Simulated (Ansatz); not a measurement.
**Molecular dynamics of HfO₂**

input.yaml

```yaml
accuracy: low
crystal:
  lattice:
    - [5.280113, 0.0, 0.0]
    - [0.0, 5.280113, 0.0]
    - [0.0, 0.0, 5.280113]
  atoms:
    - { symbol: Hf, position: [-0.00664399, 0.015775, 0.00458767] }
    - { symbol: O, position: [0.25149019, 0.29128655, 0.29216657] }
    - { symbol: O, position: [0.77639974, 0.6943451, 0.85257974] }
    - { symbol: Hf, position: [0.48500373, 0.50985255, -0.00352584] }
    - { symbol: O, position: [0.8058685, 0.79614787, 0.36165265] }
    - { symbol: O, position: [0.21112507, 0.35096636, 0.84538315] }
    - { symbol: Hf, position: [0.50295119, -0.02657134, 0.45175748] }
    - { symbol: O, position: [0.72304643, 0.13270851, 0.69248628] }
    - { symbol: O, position: [0.26645241, 0.72842642, 0.17188983] }
    - { symbol: Hf, position: [0.01120505, 0.51494034, 0.5463705] }
    - { symbol: O, position: [0.32835071, 0.6649251, 0.66763511] }
    - { symbol: O, position: [0.7207593, 0.18504752, 0.12524533] }
basis:
  ecutwfc: 420.0
kpoints:
  mp_grid: { grid: [2, 2, 2] }
hamiltonian:
  xc: lda
  pseudopotentials: { kind: paw, azcp: { folder: soft_1 } }
scf:
  occupations: { method: fermi_dirac, width: 0.24 }
  lower_state_search: "off"
md:
  timestep: 1
  n_steps: 300
  ensemble: nvt_nose_hoover
  temperature: 1680.0
  initial_velocities: maxwell_boltzmann
  seed: 954214
  nose_hoover: { tau: 50.0, chain_length: 1 }
```

Launched with:

```bash
$ ansatz run input.yaml --threads 1 --pin off --max-ram 3072MiB --backend cpu --events-out ev --progress --plain --runs-dir out
```

It goes on from the last frame of an earlier run, with new velocities.

Output, in part (step lines):

```
md step     0: t =     0.00 fs  T =  1680.0 K  F+E_penalty+E_count = -66368.00220160 eV  E_kin = 2.388725 eV  conserved = -66365.61347682 eV  (12 SCF iters)
md step     1: t =     1.00 fs  T =  1558.3 K  F+E_penalty+E_count = -66367.82809451 eV  E_kin = 2.215727 eV  conserved = -66365.61238389 eV  (9 SCF iters)
md step     2: t =     2.00 fs  T =  1513.7 K  F+E_penalty+E_count = -66367.76388960 eV  E_kin = 2.152211 eV  conserved = -66365.61182605 eV  (9 SCF iters)
md step     3: t =     3.00 fs  T =  1552.2 K  F+E_penalty+E_count = -66367.81844290 eV  E_kin = 2.206967 eV  conserved = -66365.61191803 eV  (9 SCF iters)
md step     4: t =     4.00 fs  T =  1672.7 K  F+E_penalty+E_count = -66367.99019176 eV  E_kin = 2.378396 eV  conserved = -66365.61267610 eV  (9 SCF iters)
md step     5: t =     5.00 fs  T =  1866.8 K  F+E_penalty+E_count = -66368.26692752 eV  E_kin = 2.654279 eV  conserved = -66365.61400537 eV  (4 SCF iters)
md step     6: t =     6.00 fs  T =  2119.2 K  F+E_penalty+E_count = -66368.62724987 eV  E_kin = 3.013159 eV  conserved = -66365.61571778 eV  (4 SCF iters)
md step     7: t =     7.00 fs  T =  2410.3 K  F+E_penalty+E_count = -66369.04341965 eV  E_kin = 3.427084 eV  conserved = -66365.61758128 eV  (4 SCF iters)
[... lines left out ...]
md step   299: t =   299.00 fs  T =  2817.7 K  F+E_penalty+E_count = -66370.24177344 eV  E_kin = 4.006428 eV  conserved = -66365.61849922 eV  (3 SCF iters)
md step   300: t =   300.00 fs  T =  2823.1 K  F+E_penalty+E_count = -66370.24124878 eV  E_kin = 4.013986 eV  conserved = -66365.61866609 eV  (9 SCF iters)
```

The steps, from the saved trajectory:

```
time (fs)  T (K)  potential energy less start (eV)  conserved less start (meV/atom)
      0.0   1680                             0.000                             0.00
     10.0   3302                            -2.326                            -0.72
     20.0   3382                            -2.799                            -0.37
     30.0   2881                            -2.726                            -0.57
     40.0   2264                            -2.592                            -0.43
     50.0   1635                            -2.365                            -0.56
     60.0   1554                            -2.717                            -0.51
     70.0   2100                            -4.127                            -0.73
     80.0   1391                            -3.738                            -0.61
     90.0   1039                            -3.619                            -0.67
    100.0    809                            -3.565                            -0.71
    110.0    638                            -3.477                            -0.63
    120.0   1189                            -4.405                            -0.80
    130.0   1082                            -4.405                            -0.74
    140.0    795                            -4.071                            -0.71
    150.0    821                            -4.129                            -0.76
    160.0    648                            -3.858                            -0.70
    170.0    753                            -3.939                            -0.69
    180.0   1311                            -4.566                            -0.75
    190.0   1554                            -4.628                            -0.77
    200.0   1118                            -3.734                            -0.63
    210.0   1119                            -3.483                            -0.66
    220.0   1531                            -3.712                            -0.69
    230.0   1789                            -3.599                            -0.61
    240.0   2015                            -3.391                            -0.68
    250.0   1957                            -2.806                            -0.52
    260.0   2352                            -2.859                            -0.64
    270.0   1955                            -1.864                            -0.44
    280.0   2144                            -1.797                            -0.43
    290.0   2820                            -2.416                            -0.52
    300.0   2823                            -2.239                            -0.43
```

All steps were run. The conserved energy stayed within 0.86 meV per atom of its start (net change -0.43 meV per atom), so the integration is sound. A run of 0.3 ps of so small a system gives no equilibrium averages. Limits of this set-up: coarse k mesh, PAW files made for another functional, low accuracy level.

Mean squared displacements from the first frame to the last, about the centre of mass: Hf 0.07 Å², O 0.34 Å².

Last frame:

```xyz
12
Lattice="5.2801 0.0000 0.0000 0.0000 5.2801 0.0000 0.0000 0.0000 5.2801" Properties=species:S:1:pos:R:3
Hf -0.009 0.181 0.313
O 1.337 1.286 1.497
O 4.426 3.812 4.301
Hf 2.618 2.664 -0.151
O 4.101 4.263 1.660
O 0.824 1.480 4.310
Hf 2.721 0.020 2.352
O 4.038 0.985 3.775
O 1.806 4.392 0.330
Hf -0.143 2.405 2.879
O 1.669 3.356 2.844
O 3.964 1.658 1.146
```

The run took 17 min on 1 thread of Intel(R) Xeon(R) Platinum 8259CL CPU @ 2.50GHz (Skylake/Cascade Lake), with other jobs on the host, peak memory 0.64 GiB.
